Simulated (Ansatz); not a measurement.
# CdS: the cost of one run

Computed with Ansatz 0.2.0 (DFT r2SCAN, scalar-relativistic, plane waves, PAW, unless a step's input says otherwise).

The COD entry's cell or inner coordinates are ideal or old and differ from later refinements, so a difference from it is no clean test against experiment.

1 further run of the same task is left out (set aside as unsound or not needed).

### Step 1. The structure to begin with

Symmetry: F-43m, No. 216, cubic system. The conventional cell has a = 5.820 Å, b = 5.820 Å, c = 5.820 Å, α = 90.00°, β = 90.00°, γ = 90.00°. Around Cd (site symmetry -43m) lie 4 S at 2.52 Å. Around S (site symmetry -43m) lie 4 Cd at 2.52 Å.

As a file:

```
Cd S
1.0
     0.00000    2.91000    2.91000
     2.91000    0.00000    2.91000
     2.91000    2.91000    0.00000
Cd S
1 1
Direct
  0.00000 0.00000 0.00000
  0.75000 0.75000 0.75000
```

The structure comes from the Crystallography Open Database.

### Step 2. A first look at the start

The input, input.yaml:

```yaml
crystal:
  lattice:
    - [0.0, 2.91, 2.91]
    - [2.91, 0.0, 2.91]
    - [2.91, 2.91, 0.0]
  atoms:
    - { symbol: Cd, position: [0.0, 0.0, 0.0] }
    - { symbol: S, position: [0.75, 0.75, 0.75] }
basis:
  ecutwfc: 500
kpoints:
  mp_grid: { grid: [6, 6, 6] }
hamiltonian:
  xc: r2scan
scf:
  occupations: { method: gaussian, width: 0.1 }
output:
  forces: true
  stress: true
  eigenvalues: true
```

**Question.** How long does this run take on 1 thread of an Arm CPU, shared host, and how much memory does it need?

About 4 s, with a peak of 0.42 GiB.
